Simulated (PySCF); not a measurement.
# GaHCl2O (SMILES [OH][Ga]([Cl])[Cl]): M06-2X/def2-SVP

Aim: the energy change on altering one bond length of GaHCl2O at M06-2X/def2-SVP, from 2 runs. 

Program for the calculation: PySCF 2.14.0.

1 further run of the same task is left out (set aside as unsound or not needed).

## (1) Starting point

GaHCl2O has 5 atoms, charge 0, and is taken as a singlet. As SMILES, `[OH][Ga]([Cl])[Cl]`. The shape is that of a PBE0-D4/def2-TZVP optimisation.

Bond lengths: O1–Ga2 1.765 Å, Ga2–Cl3 2.109 Å, Ga2–Cl4 2.123 Å, O1–H5 0.961 Å. Angles: O1–Ga2–Cl3 118.8°, O1–Ga2–Cl4 120.6°, Cl3–Ga2–Cl4 120.6°, Ga2–O1–H5 112.9°.

## (2) The energy at M06-2X/def2-SVP

Input file input.py:

```python
# [OH][Ga]([Cl])[Cl]
from pyscf import gto, dft

mol = gto.M(
    atom='''
O      0.254500     1.354600     0.245900
Ga     0.118500    -0.394500     0.056800
Cl     1.500000    -1.634900     1.057700
Cl    -1.407900    -1.236300    -1.155800
H     -0.415200     1.837400    -0.246000
''',
    basis='def2-svp',
    verbose=3,
    charge=0,
    max_memory=1860,
)

ks = dft.RKS(mol, xc='m06-2x')
ks.conv_tol = 1e-10
ks.grids.level = 5
ks.kernel()
if not ks.converged:
    ks = ks.newton().run(ks.mo_coeff, ks.mo_occ)

etot = ks.e_tot
print(f'total energy: {etot:.8f} hartree')
```

The run is started by

```console
$ OMP_NUM_THREADS=1 python input.py
```

The program printed:

```text
converged SCF energy = -2920.57845280358
total energy: -2920.57845280 hartree
```

Wall time 26 s (1 thread of Intel Xeon at 2.70GHz, shared host); peak memory 0.46 GiB.

## (3) The distorted shape at the same level

Input file job.py:

```python
from pyscf import gto, dft

mol = gto.M(
    atom='''
O    0.589329   1.113215   0.491835
Ga   0.453329  -0.635885   0.302735
Cl   1.834829  -1.876285   1.303635
Cl  -1.073071  -1.477685  -0.909865
H   -0.415200   1.837400  -0.246000
''',
    charge=0,
    verbose=3,
    basis='def2-svp',
    max_memory=1860,
)

myscf = dft.RKS(mol)
myscf.xc = 'm06-2x'
myscf.conv_tol = 1e-10
myscf.grids.level = 5
myscf.kernel()
if not myscf.converged:
    myscf = myscf.newton().run(myscf.mo_coeff, myscf.mo_occ)

etot = myscf.e_tot
print('Final energy', etot)
```

The run is started by

```console
$ OMP_NUM_THREADS=1 python job.py
```

The program printed:

```text
converged SCF energy = -2920.48811503882
Final energy -2920.4881150388246
```

Wall time 26 s (1 thread of Intel Xeon at 2.70GHz, shared host); peak memory 0.46 GiB.

## (4) Summary of results

At M06-2X/def2-SVP:

```
                                                         quantity           value
                                        first shape: total energy  -2920.57845 Eh
                                       first shape: dipole moment          1.60 D
                                         first shape: HOMO energy       -10.61 eV
                                         first shape: LUMO energy        -0.44 eV
                                       first shape: HOMO–LUMO gap        10.17 eV
                                    distorted shape: total energy  -2920.48812 Eh
                                   distorted shape: dipole moment          2.08 D
                                     distorted shape: HOMO energy       -10.52 eV
                                     distorted shape: LUMO energy        -1.34 eV
                                   distorted shape: HOMO–LUMO gap         9.17 eV
energy change with the O1–H5 bond stretched from 0.961 to 1.442 Å        2.458 eV
```

In words: With the O1–H5 bond stretched from 0.961 to 1.442 Å the energy rises by 2.46 eV (237 kJ/mol). The first shape isn't relaxed at this level, so the change isn't measured from a minimum. Mulliken charges (first shape) run from -0.48 on O1 to +0.79 on Ga2. Mulliken charges (distorted shape) run from -0.57 on O1 to +0.80 on Ga2.
